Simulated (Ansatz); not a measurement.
Runs of Ansatz 0.2.0 on AgRh. The structure is hexagonal, space group P-6m2 (No. 187). Conventional cell: a = 2.778 Å, b = 2.778 Å, c = 4.809 Å, α = 90.00°, β = 90.00°, γ = 120.00°. Ag (site symmetry -6m2) is surrounded by 6 Ag at 2.78 Å and 6 Rh at 2.89 Å. Around Rh (site symmetry -6m2) lie 6 Rh at 2.78 Å and 6 Ag at 2.89 Å. The cell comes from a database or a generator and needn't be the stable form of this composition.

```csv
level,cutoff (eV),gap on the mesh (eV),pressure (GPa)
LDA,420,none,(a)
PBEsol,420,none,-10.3
revPBE,420,none,1.0
r2SCAN,500,none,(b)
BLYP,420,none,7.2
```

Alike in all rows: task band structure; potentials or basis Ansatz PAW; no spin polarisation; cell as given; k mesh 6 × 6 × 3; smearing fermi-dirac 0.05 eV; the mesh is coarse, so values aren't converged.

Question: Estimate the missing entries.

Answer: (a) -15.3; (b) -6.4.

Caveats: all runs use coarse meshes; the PAW data sets come from PBE, with cores solved anew for the run's functional, which leaves a small shift of forces and pressure.

A k mesh can miss the band edges, and the runs leave out spin-orbit coupling on Ag, Rh.

A gap of «none» marks a metal or a gap under the smearing width.

Runs at the PBE level aren't shown here.
